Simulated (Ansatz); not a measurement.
# ClFH5MgNO: the cost of one run

Method: RKS BHLYP-D4/def2-SVP, in Ansatz 0.2.0.

### Step 1. Starting point

Bond lengths: Mg1–N2 2.475 Å, Mg1–Cl3 2.134 Å, Mg1–O5 2.416 Å, N2–H8 1.011 Å, N2–H9 1.011 Å, O5–H10 0.956 Å. Angles: Mg1–N2–H8 117.5°, Mg1–N2–H9 119.9°, H8–N2–H9 108.4°, N2–Mg1–Cl3 135.2°, N2–Mg1–O5 94.0°, Cl3–Mg1–O5 120.6°, Mg1–O5–H10 119.7°.

Structure file:

```xyz
10

Mg   -0.1925   -0.8294   -1.3060
N     1.0320   -0.9417    0.8414
Cl   -1.4870   -2.1425   -2.3810
H    -0.3533    1.5570    0.1387
O    -0.7334    1.5138   -1.0713
H     0.5865    0.2631    1.2019
F     0.0352    1.3361    1.2581
H     0.7190   -1.6200    1.5233
H     2.0428   -0.9252    0.8474
H    -1.6492    1.7887   -1.0524
```

### Step 2. Pulling towards end A

Springs on the bonds that form and break draw the guess towards this end; the thresholds are loose.

Contents of input.yaml:

```yaml
crystal:
  periodic: [false, false, false]
  atoms:
    - { symbol: Mg, position_ang: [-0.1925, -0.8294, -1.306] }
    - { symbol: "N", position_ang: [1.032, -0.9417, 0.8414] }
    - { symbol: Cl, position_ang: [-1.487, -2.1425, -2.381] }
    - { symbol: H, position_ang: [-0.3533, 1.557, 0.1387] }
    - { symbol: O, position_ang: [-0.7334, 1.5138, -1.0713] }
    - { symbol: H, position_ang: [0.5865, 0.2631, 1.2019] }
    - { symbol: F, position_ang: [0.0352, 1.3361, 1.2581] }
    - { symbol: H, position_ang: [0.719, -1.62, 1.5233] }
    - { symbol: H, position_ang: [2.0428, -0.9252, 0.8474] }
    - { symbol: H, position_ang: [-1.6492, 1.7887, -1.0524] }
basis:
  gaussian: { orbitals: def2-SVP }
hamiltonian:
  xc: { name: BHLYP }
  dispersion: d4
relax:
  f_tol: 0.15
  max_steps: 25
  restrain:
    - { distance: [0, 4], at: 3.37, k: 30.0 }
    - { distance: [3, 6], at: 2.18, k: 30.0 }
    - { distance: [5, 1], at: 2.32, k: 30.0 }
    - { distance: [0, 1], at: 2.12, k: 30.0 }
    - { distance: [3, 4], at: 0.97, k: 30.0 }
    - { distance: [5, 6], at: 0.88, k: 30.0 }
```

Started as:

```sh
$ ansatz run input.yaml --threads 2 --pin off --max-ram 3072MiB --backend cpu --events-out ev --progress --plain --runs-dir out
```

**Question.** How long does this run take on 2 threads of INTEL XEON PLATINUM 8581C at 2.30GHz (Emerald Rapids), shared host, and how much memory does it need?

About 34 s, with a peak of 0.24 GiB.
